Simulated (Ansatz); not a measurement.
# Cl4H2Zr: a nudged elastic band in two tries

Aim: a band of images between two relaxed ends for this system.

Method: RKS BLYP/def2-SVP, in Ansatz 0.2.0.

## Step 1: The system as given

Bond lengths: Zr1–Cl2 2.356 Å, Zr1–Cl3 2.354 Å, Zr1–Cl4 2.354 Å, Zr1–Cl5 2.354 Å. Angles: Cl2–Zr1–Cl3 109.3°, Cl2–Zr1–Cl4 109.7°, Cl2–Zr1–Cl5 109.7°, Cl3–Zr1–Cl4 109.3°, Cl3–Zr1–Cl5 109.3°, Cl4–Zr1–Cl5 109.6°.

As a file:

```xyz
7

Zr    0.5858    0.0000   -0.1812
Cl    0.6232    0.0000    2.1745
Cl    2.7945    0.0000   -0.9952
Cl   -0.5283    1.9234   -0.9575
Cl   -0.5283   -1.9234   -0.9575
H    -3.5738    0.0000    1.5260
H    -3.1043    0.0000    2.1317
```

## Step 2: The run

input.yaml

```yaml
crystal:
  periodic: [false, false, false]
  atoms:
    - { symbol: Zr, position_ang: [0.585777, 0.0, -0.18121] }
    - { symbol: Cl, position_ang: [0.62321, 0.0, 2.174458] }
    - { symbol: Cl, position_ang: [2.794501, 0.0, -0.995162] }
    - { symbol: Cl, position_ang: [-0.52834, 1.923355, -0.957545] }
    - { symbol: Cl, position_ang: [-0.52834, -1.923355, -0.957545] }
    - { symbol: H, position_ang: [-3.573814, 0.0, 1.526039] }
    - { symbol: H, position_ang: [-3.104293, 0.0, 2.131666] }
magnetization:
  spin_polarized: true
  initial_magnetization: 1
basis:
  gaussian: { orbitals: def2-SVP }
hamiltonian:
  xc: blyp
neb:
  order_check: false
  images: 5
  f_tol: 0.05
  max_iterations: 8
  final_atoms:
    - { symbol: Zr, position_ang: [-0.33187853, 0.0, -0.70018723] }
    - { symbol: Cl, position_ang: [-0.73247228, 0.0, 3.72124145] }
    - { symbol: Cl, position_ang: [1.87440442, 0.0, 0.0974493] }
    - { symbol: Cl, position_ang: [-0.92168267, 1.9625, -1.84288261] }
    - { symbol: Cl, position_ang: [-0.92168267, -1.9625, -1.84288261] }
    - { symbol: H, position_ang: [-1.44027428, 0.0, 0.79122185] }
    - { symbol: H, position_ang: [-1.25771298, 0.0, 2.51674083] }
  initial_path:
    images:
      - { positions_ang: [[0.585777, 0.0, -0.18121], [0.62321, 0.0, 2.174458], [2.794501, 0.0, -0.995162], [-0.52834, 1.923355, -0.957545], [-0.52834, -1.923355, -0.957545], [-3.573814, 0.0, 1.526039], [-3.104293, 0.0, 2.131666]] }
      - { positions_ang: [[0.39297441, 0.0, -0.11739472], [0.39968721, 0.0, 2.40954333], [2.66278057, 0.0, -0.92460679], [-0.73999747, 1.96767, -0.92217813], [-0.73999747, -1.96767, -0.92217813], [-3.06437152, 0.0, 1.23372814], [-2.64237473, 0.0, 1.98378729]] }
      - { positions_ang: [[0.20017181, 0.0, -0.05357944], [0.17616443, 0.0, 2.64462867], [2.53106013, 0.0, -0.85405158], [-0.95165493, 2.011985, -0.88681125], [-0.95165493, -2.011985, -0.88681125], [-2.55492905, 0.0, 0.94141728], [-2.18045646, 0.0, 1.83590857]] }
      - { positions_ang: [[0.00736922, 0.0, 0.01023584], [-0.04735836, 0.0, 2.879714], [2.3993397, 0.0, -0.78349637], [-1.1633124, 2.0563, -0.85144438], [-1.1633124, -2.0563, -0.85144438], [-2.04548657, 0.0, 0.64910643], [-1.71853819, 0.0, 1.68802986]] }
      - { positions_ang: [[-0.10571336, 0.0, -0.22657185], [-0.27572967, 0.0, 3.16022315], [2.22436127, 0.0, -0.48984781], [-1.08276916, 2.02503333, -1.18192379], [-1.08276916, -2.02503333, -1.18192379], [-1.84374914, 0.0, 0.69647824], [-1.56492978, 0.0, 1.96426685]] }
      - { positions_ang: [[-0.21879595, 0.0, -0.46337954], [-0.50410097, 0.0, 3.4407323], [2.04938284, 0.0, -0.19619926], [-1.00222592, 1.99376667, -1.5124032], [-1.00222592, -1.99376667, -1.5124032], [-1.64201171, 0.0, 0.74385005], [-1.41132138, 0.0, 2.24050384]] }
      - { positions_ang: [[-0.33187853, 0.0, -0.70018723], [-0.73247228, 0.0, 3.72124145], [1.87440442, 0.0, 0.0974493], [-0.92168267, 1.9625, -1.84288261], [-0.92168267, -1.9625, -1.84288261], [-1.44027428, 0.0, 0.79122185], [-1.25771298, 0.0, 2.51674083]] }
```

On the command line:

```console
$ ansatz run input.yaml --threads 4 --pin off --max-ram 5120MiB --backend cpu --events-out ev --progress --plain --runs-dir out
```

What does the calculation give? Wanted: first try.

**Answer**, as computed:

| quantity | value |
| --- | --- |
| first try | refused |
| cause | the number of unpaired electrons doesn't fit the number of electrons: even goes with even, odd with odd |

In words: The fault in the first input was caught at the input check and cost nothing.
